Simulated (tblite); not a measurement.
# C5H15NSSi: the cost of one run

The runs use tblite 0.8.0 and PySCF 2.14.0, with density-fitted response routines of our own; the level of theory stands in each step. All values are computed, except where a source is named. Atoms are numbered from 0 throughout.

## 1. The starting structure

23 atoms, charge 0, multiplicity 1; geometry from: force field or distance geometry start.

Bonds of the start (Å): C0–C1 1.47, C1–C2 1.53, C1–C3 1.52, C3–C4 1.51, C3–N5 1.40, N5–Si6 1.74, Si6–S7 2.17, C0–H8 1.13, C0–H9 1.14, C0–H10 1.09, C1–H11 1.13, C2–H12 1.12, C2–H13 1.12, C2–H14 1.13, C3–H15 1.10, C4–H16 1.09, C4–H17 1.10, C4–H18 1.11, N5–H19 1.06, Si6–H20 1.47, Si6–H21 1.44, S7–H22 1.40.

## 2. Geometry optimisation with GFN2-xTB

What the job is given:

```
{"job": {"kind": "relax", "xc": "GFN2-xTB", "basis": "xTB"}, "charge": 0, "multiplicity": 1}
C     -1.454800     1.448300    -0.977700
C     -1.345500     0.333800    -0.020100
C     -2.353800    -0.782700    -0.283300
C      0.016900    -0.337100     0.018700
C     -0.097300    -1.420400     1.057600
N      1.055600     0.585500     0.151300
Si     2.712300     0.055500     0.215300
S      3.774100     1.274000     1.660400
H     -1.496800     1.060800    -2.034400
H     -2.498400     1.889700    -0.832300
H     -0.776800     2.289500    -0.842900
H     -1.575100     0.705300     1.023000
H     -2.797400    -1.144000     0.683700
H     -1.824200    -1.645300    -0.762300
H     -3.160600    -0.387800    -0.969800
H      0.121900    -0.832500    -0.952700
H      0.811800    -1.647000     1.616400
H     -0.907500    -1.158800     1.758300
H     -0.422500    -2.346100     0.545000
H      0.982000     1.260200    -0.661400
H      3.336900     0.369300    -1.079800
H      2.972300    -1.335800     0.471800
H      4.922200     1.792400     1.044000
```

The run is started by

```sh
$ OMP_NUM_THREADS=1 python probes_run.py task.json out
```

The driver reads the jobs from task.json and runs them one after another.

**Question.** How long does this first job take on 1 thread of Arm Neoverse N1, shared host, and how much memory does it need?

About 2.1 s, with a peak of 0.18 GiB.
